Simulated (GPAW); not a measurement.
EuMo:

```
Eu Mo
1.0
     3.53145    0.00000    0.00000
     0.00000    3.53145    0.00000
     0.00000    0.00000    3.53145
Eu Mo
1 1
Cartesian
  1.7657 1.7657 1.7657
  0.0000 0.0000 0.0000
```

The cell was built by a generator and needn't be a form met in nature.

Base run:

| Item | Value |
| --- | --- |
| Program | GPAW 26.7.0 |
| Functional | r2SCAN |
| Potentials or basis | GPAW PAW data sets (gpaw-data 1.2.1) |
| Cutoff | 800 eV |
| Basis | pw |
| k mesh | 6 × 6 × 6 |
| Occupations | fermi-dirac, width 0.05 eV |
| Spin | no spin polarisation |

Its results: band gap on the k mesh none (metal or under the smearing width); pressure -10.0 GPa.

Q: The run is repeated on the same cell with these changes: spin from no spin polarisation to collinear spin, ferromagnetic start. What comes out?

A: Band gap on the k mesh none (metal or under the smearing width); pressure 6.3 GPa; net moment 9.06 μB per cell; site moments Eu +6.54; Mo +1.67 μB.

Caveats: one-centre terms of the f shell are cut off; the PAW data sets were made with another functional, which shifts forces and pressure a little; without U or exact exchange the open f shell lies at the Fermi level, which spoils levels, moments and volumes; spin-orbit coupling is left out, which moves the levels of the heavy elements (some runs).
